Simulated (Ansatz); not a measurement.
Crystal: Rb3Ba.

```
Ba Rb
1.0
    -3.37146    3.37146    7.37135
     3.37146   -3.37146    7.37135
     3.37146    3.37146   -7.37135
Ba Rb
1 3
Direct
  0.00000 0.00000 0.00000
  0.50000 0.50000 0.00000
  0.25000 0.75000 0.50000
  0.75000 0.25000 0.50000
```

The cell comes from a database or a generator and needn't be the stable form of this composition.

| Quantity | Value |
| --- | --- |
| Program | Ansatz 0.2.0 |
| Task | relaxation of cell and atoms |
| Functional | revPBE |
| Potentials or basis | Ansatz PAW |
| Cutoff | 420 eV (not typed: the program's choice for these potentials) |
| k mesh | 6 × 6 × 6 |
| Occupations | fermi-dirac, width 0.05 eV |
| Spin | no spin polarisation |

At the start: volume 83.79 Å³/atom.

Task: How do energy, volume and symmetry change on relaxing?

Result: It ends after 4 steps and the volume is 89.96 Å³/atom (+7.4 %); space group I4/mmm (No. 139, to 0.05 Å).

The path:
```csv
step,energy change (eV),largest force (eV/Å),volume (Å³)
1,0.0000,0.0000,335.15
2,-0.0058,0.0000,338.70
3,-0.0224,0.0000,359.85
4,-0.0225,0.0000,359.85
```

Final structure:
```yaml
crystal:
  lattice:
    - [-3.46587, 3.46587, 7.48921]
    - [3.46587, -3.46587, 7.48921]
    - [3.46587, 3.46587, -7.48921]
  atoms:
    - { symbol: Ba, position: [0.00000, 0.00000, 0.00000] }
    - { symbol: Rb, position: [0.50000, 0.50000, 0.00000] }
    - { symbol: Rb, position: [0.25000, 0.75000, 0.50000] }
    - { symbol: Rb, position: [0.75000, 0.25000, 0.50000] }
```

Caveat: the plane-wave basis is chosen anew once the cell has moved, so the energies of steps on either side of that aren't comparable; the PAW data sets come from PBE, with cores solved anew for the run's functional, which leaves a small shift of forces and pressure.
